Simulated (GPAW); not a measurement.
Runs of GPAW 26.7.0 on RuAu. The structure is cubic, space group Pm-3m (No. 221). The conventional cell has a = 3.165 Å, b = 3.165 Å, c = 3.165 Å, α = 90.00°, β = 90.00°, γ = 90.00°. Ru (site symmetry m-3m) is surrounded by 8 Au at 2.74 Å. Au (site symmetry m-3m) is surrounded by 8 Ru at 2.74 Å. The cell was built by a generator and needn't be a form met in nature.

```csv
level,potentials or basis,eigensolver,pressure (GPa)
PBE,"GPAW PAW data sets (gpaw-data 1.2.1), pw",-,2.0
AM05,"PAW data sets generated in the run's folder for this functional, pw",-,-8.2
BLYP,"PAW data sets generated in the run's folder for this functional, pw",davidson,(c)
TPSS,"GPAW PAW data sets (gpaw-data 1.2.1), pw",davidson,(a)
LDA,"the program's PAW data sets (release 1.2.1) made for this functional, pw",-,-11.7
revPBE,"the program's PAW data sets (release 1.2.1) made for this functional, pw",-,4.9
PW91,"PAW data sets generated in the run's folder for this functional, pw",-,(b)
r2SCAN,"GPAW PAW data sets (gpaw-data 1.2.1), pw",-,-1.7
SCAN,"GPAW PAW data sets (gpaw-data 1.2.1), pw",-,-6.0
```

Alike in all rows: task band structure; no spin polarisation; cell as given; k mesh 8 × 8 × 8; cutoff (eV) 600; smearing fermi-dirac 0.05 eV.

Task: Estimate the missing entries.

Result: (a) -3.7; (b) 2.5; (c) 14.0.

Caveats: with this Au data set, volumes or pressures lay over 1.5 % or 2 GPa off other programs in two to four cells of ten; the PAW data sets were made with another functional, which shifts forces and pressure a little (some runs).
